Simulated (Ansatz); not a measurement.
# CH8GeOSi: one species, many methods

The task here is to estimate one member of a computed series from the others.

Method: functionals in def2-TZVPP, the program's frozen cores in correlated methods; program: Ansatz 0.2.0, Gaussian basis.

Plan: LDA (SPW92), PBE-D4, revPBE-D4, BLYP-D4, r2SCAN-D4, B97M-V, PBE0-D4, B3LYP-D4, r2SCANh-D4, r2SCAN0-D4, HSE06-D4, BHLYP-D4, CAM-B3LYP-D4, LC-ωPBE, ωB97X-V, ωB97M-V, B2PLYP, PBE-QIDH; CCSD(T)/def2-SVP; CCSD(T)/def2-TZVPP; MP2/def2-QZVPP; extrapolation to the limit; RPA on PBE.

**Structure used throughout**

The geometry comes from an earlier relaxation with PBE0-D4 in a triple-zeta def2 set; it is a stationary point, not always the lowest conformer.

SMILES `C[SiH2][O][GeH3]`, 12 atoms, charge 0, spin multiplicity 1.

Atoms are counted from 1 here; the program's logs count them from 0.

Bond lengths: C1–Si2 1.858 Å, C1–H5 1.092 Å, C1–H6 1.093 Å, C1–H7 1.092 Å, Si2–O3 1.638 Å, Si2–H8 1.493 Å, Si2–H9 1.493 Å, O3–Ge4 1.774 Å, Ge4–H10 1.533 Å, Ge4–H11 1.538 Å, Ge4–H12 1.538 Å. Angles: Si2–C1–H5 110.8°, Si2–C1–H6 110.4°, Si2–C1–H7 110.8°, H5–C1–H6 108.2°, H5–C1–H7 108.3°, H6–C1–H7 108.2°, C1–Si2–O3 108.9°, C1–Si2–H8 110.4°, C1–Si2–H9 110.4°, O3–Si2–H8 109.9°, O3–Si2–H9 109.9°, H8–Si2–H9 107.3°, Si2–O3–Ge4 133.9°, O3–Ge4–H10 105.6°, O3–Ge4–H11 108.6°, O3–Ge4–H12 108.6°, H10–Ge4–H11 111.5°, H10–Ge4–H12 111.5° and more.

Coordinates:

| atom | x (Å) | y (Å) | z (Å) |
| --- | --- | --- | --- |
| C1 | 0.5789 | 1.9225 | -1.0019 |
| Si2 | 0.7895 | 0.3443 | -0.0450 |
| O3 | -0.6684 | -0.3890 | 0.0963 |
| Ge4 | -1.2187 | -1.8936 | 0.8573 |
| H5 | 0.1838 | 1.7211 | -2.0002 |
| H6 | 1.5397 | 2.4329 | -1.1109 |
| H7 | -0.1105 | 2.5976 | -0.4900 |
| H8 | 1.3496 | 0.6284 | 1.3094 |
| H9 | 1.7494 | -0.5622 | -0.7419 |
| H10 | -2.7279 | -1.9590 | 0.5970 |
| H11 | -0.9075 | -1.8249 | 2.3621 |
| H12 | -0.4808 | -3.0734 | 0.2019 |

Set-up of the first run:

File in.yaml:

```yaml
crystal:
  periodic: [false, false, false]
  atoms:
    - {symbol: C, position_ang: [0.578903, 1.922496, -1.001949]}
    - {symbol: Si, position_ang: [0.789529, 0.344320, -0.045035]}
    - {symbol: O, position_ang: [-0.668411, -0.388969, 0.096322]}
    - {symbol: Ge, position_ang: [-1.218720, -1.893609, 0.857274]}
    - {symbol: H, position_ang: [0.183764, 1.721115, -2.000211]}
    - {symbol: H, position_ang: [1.539734, 2.432908, -1.110909]}
    - {symbol: H, position_ang: [-0.110550, 2.597587, -0.489968]}
    - {symbol: H, position_ang: [1.349616, 0.628405, 1.309360]}
    - {symbol: H, position_ang: [1.749438, -0.562194, -0.741921]}
    - {symbol: H, position_ang: [-2.727854, -1.958971, 0.596970]}
    - {symbol: H, position_ang: [-0.907494, -1.824855, 2.362105]}
    - {symbol: H, position_ang: [-0.480756, -3.073435, 0.201863]}
basis:
  gaussian: {orbitals: def2-TZVPP}
hamiltonian: {xc: lda}
output: {orbitals: {seedname: orbitals}}
```

Run with:

```sh
$ ansatz run in.yaml --threads 4 --pin off --events-out ev --progress --plain --max-ram 10444MiB
```

Steps of the session up to this table: LDA; PBE-D4 (GGA); revPBE-D4 (GGA); BLYP-D4 (GGA); r2SCAN-D4 (meta-GGA); B97M-V (meta-GGA); PBE0-D4 (hybrid); B3LYP-D4 (hybrid); r2SCANh-D4 (hybrid); r2SCAN0-D4 (hybrid); HSE06-D4 (hybrid); BHLYP-D4 (hybrid); CAM-B3LYP-D4 (range-separated); LC-ωPBE (range-separated); ωB97X-V (range-separated); ωB97M-V (range-separated); B2PLYP (double hybrid); PBE-QIDH (double hybrid).

One of the session's tables, all rows but one given; the rest of the session is left out.

| functional | HOMO (eV) | gap (eV) |
| --- | --- | --- |
| LDA (SPW92) | -6.87 | 5.75 |
| PBE-D4 | ? | ? |
| revPBE-D4 | -6.78 | 6.09 |
| BLYP-D4 | -6.74 | 6.03 |
| r2SCAN-D4 | -7.16 | 6.68 |
| B97M-V | -7.29 | 6.63 |
| PBE0-D4 | -8.25 | 8.30 |
| B3LYP-D4 | -8.05 | 7.86 |
| r2SCANh-D4 | -7.69 | 7.51 |
| r2SCAN0-D4 | -8.49 | 8.73 |
| HSE06-D4 | -7.85 | 7.52 |
| BHLYP-D4 | -9.65 | 10.56 |
| CAM-B3LYP-D4 | -9.67 | 10.71 |
| LC-ωPBE | -11.00 | 13.26 |
| ωB97X-V | -10.69 | 12.76 |
| ωB97M-V | -10.56 | 12.36 |

**Question.** Estimate the row for PBE-D4.

The run gave: HOMO (eV): -6.81; gap (eV): 5.98. In the column «HOMO (eV)» it lies between LDA (SPW92) (-6.87) and revPBE-D4 (-6.78).
